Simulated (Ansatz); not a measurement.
# C3H9ClMg: the cost of one run

All numbers below are computed with Ansatz 0.2.0 (UKS PBE0-D4/def2-SVP).

### 1 The starting structure

Bond lengths: Mg1–C2 2.527 Å, C2–C3 1.521 Å, Mg1–C4 2.087 Å, Mg1–Cl6 2.837 Å, C2–H7 1.088 Å, C2–H8 1.104 Å, C3–H9 1.090 Å, C3–H10 1.095 Å, C3–H11 1.104 Å, C4–H12 1.086 Å, C4–H13 1.086 Å, C4–H14 1.087 Å. Angles (14 of 21 angles, heavy atoms first): Mg1–C2–C3 91.4°, C2–Mg1–C4 135.8°, C2–Mg1–Cl6 71.6°, C4–Mg1–Cl6 152.3°, Mg1–C2–H7 157.9°, Mg1–C2–H8 68.8°, C3–C2–H7 109.8°, C3–C2–H8 111.3°, C2–C3–H9 109.9°, C2–C3–H10 111.3°, C2–C3–H11 111.9°, Mg1–C4–H12 109.3°, Mg1–C4–H13 113.4°, Mg1–C4–H14 108.9°.

Structure file:

```xyz
14

Mg   -1.0099    0.3018    0.5170
C     1.4580   -0.2373    0.5929
C     1.3406   -1.1252   -0.6365
C    -2.2469    1.4805   -0.6822
H     0.6465   -0.7028    1.6165
Cl   -0.5035   -1.2605    2.8307
H     2.4607   -0.3135    1.0081
H     1.2882    0.8241    0.3392
H     1.5401   -2.1623   -0.3663
H     2.0627   -0.8358   -1.4075
H     0.3323   -1.0785   -1.0832
H    -2.1586    1.1577   -1.7154
H    -3.2932    1.4376   -0.3945
H    -1.9170    2.5144   -0.6187
```

### 2 Pulling towards end A

Springs on the bonds that form and break draw the guess towards this end; the thresholds are loose.

File input.yaml:

```yaml
crystal:
  periodic: [false, false, false]
  atoms:
    - { symbol: Mg, position_ang: [-1.0099, 0.3018, 0.517] }
    - { symbol: C, position_ang: [1.458, -0.2373, 0.5929] }
    - { symbol: C, position_ang: [1.3406, -1.1252, -0.6365] }
    - { symbol: C, position_ang: [-2.2469, 1.4805, -0.6822] }
    - { symbol: H, position_ang: [0.6465, -0.7028, 1.6165] }
    - { symbol: Cl, position_ang: [-0.5035, -1.2605, 2.8307] }
    - { symbol: H, position_ang: [2.4607, -0.3135, 1.0081] }
    - { symbol: H, position_ang: [1.2882, 0.8241, 0.3392] }
    - { symbol: H, position_ang: [1.5401, -2.1623, -0.3663] }
    - { symbol: H, position_ang: [2.0627, -0.8358, -1.4075] }
    - { symbol: H, position_ang: [0.3323, -1.0785, -1.0832] }
    - { symbol: H, position_ang: [-2.1586, 1.1577, -1.7154] }
    - { symbol: H, position_ang: [-3.2932, 1.4376, -0.3945] }
    - { symbol: H, position_ang: [-1.917, 2.5144, -0.6187] }
magnetization:
  spin_polarized: true
basis:
  gaussian: { orbitals: def2-SVP }
hamiltonian:
  xc: pbe0
  dispersion: d4
relax:
  f_tol: 0.15
  max_steps: 25
  restrain:
    - { distance: [0, 5], at: 3.73, k: 30.0 }
    - { distance: [4, 1], at: 2.37, k: 30.0 }
    - { distance: [0, 1], at: 2.17, k: 30.0 }
    - { distance: [4, 5], at: 1.33, k: 30.0 }
output:
  orbitals: {}
```

Command:

```bash
> ansatz run input.yaml --threads 4 --pin off --max-ram 5120MiB --backend cpu --events-out ev --progress --plain --runs-dir out
```

**Question.** How long does this run take on 4 threads of Arm Neoverse N1, shared host, and how much memory does it need?

About 1.7 min, with a peak of 0.42 GiB.
